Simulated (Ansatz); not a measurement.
Predict the output of the script below (Ansatz 0.2.0, Python API).

`fgah5n.py`
```python
# -*- coding: utf-8 -*-
"""How the energy of FGaH5N converges with the basis."""

import ansatz as az

GEOMETRY = """
N     1.02320    0.09260    0.08600
Ga   -0.87130   -0.11430   -0.05600
F    -1.57100    1.33030   -0.85000
H     1.43790   -0.74690    0.54860
H     1.44080    0.19940   -0.86530
H     1.24610    0.94030    0.65390
H    -1.50340   -0.27800    1.41590
H    -1.20230   -1.42340   -0.93320
"""

mol = az.Crystal.molecule()
for line in GEOMETRY.strip().splitlines():
    symbol, *xyz = line.split()
    mol = mol.atom(symbol, [float(v) for v in xyz])

base = mol.calculation().functional("HF")

energies = {}
for basis in ["def2-SVP", "def2-SVPD", "def2-TZVP", "def2-TZVPP"]:
    report = base.basis(gaussian=basis).run(threads=1, pin="off").report
    size = report["n_frozen"] + report["n_occupied"][0] + report["n_virtual"][0]
    energies[basis] = (report["reference_energy_ev"] / 27.211386246, report["free_energy_ev"] / 27.211386246)
    print(f"{basis:14s} {size:4d} orbitals  reference {energies[basis][0]:14.6f} Ha  total {energies[basis][1]:14.6f} Ha")

last = energies["def2-TZVPP"][1]
for basis, (_, total) in energies.items():
    print(f"{basis:14s} lies {27.211386 * (total - last):9.4f} eV above def2-TZVPP")
```

`python fgah5n.py` gives:
```text
def2-SVP         85 orbitals  reference   -2079.715067 Ha  total   -2079.715067 Ha
def2-SVPD       121 orbitals  reference   -2079.729804 Ha  total   -2079.729804 Ha
def2-TZVP       140 orbitals  reference   -2080.157203 Ha  total   -2080.157203 Ha
def2-TZVPP      180 orbitals  reference   -2080.159901 Ha  total   -2080.159901 Ha
def2-SVP       lies   12.1046 eV above def2-TZVPP
def2-SVPD      lies   11.7035 eV above def2-TZVPP
def2-TZVP      lies    0.0734 eV above def2-TZVPP
def2-TZVPP     lies    0.0000 eV above def2-TZVPP
```

Against def2-SVP: def2-SVPD -14.7 mHa, def2-TZVP -442.1 mHa and def2-TZVPP -444.8 mHa. The last step alone is -2.70 mHa (these two sets differ little on atoms other than hydrogen). From the first set to the last the time grows from 1.5 to 3.3 s.

Reading the output:
- These settings explore the input space; basis and method may be short of convergence.
- The geometry is a force-field or estimated start, not a minimum of this method, and the last set is no limit. Much of the fall in a total is atomic energy, which cancels in bond and reaction energies.
- Timing: 10 s on 1 thread of Arm Neoverse N1, with other jobs on the host, peak memory 0.34 GiB.

(A comment or docstring line of the script was reworded after the run, the code is as it ran; lines on the test bed's own set-up are left out of the output.)
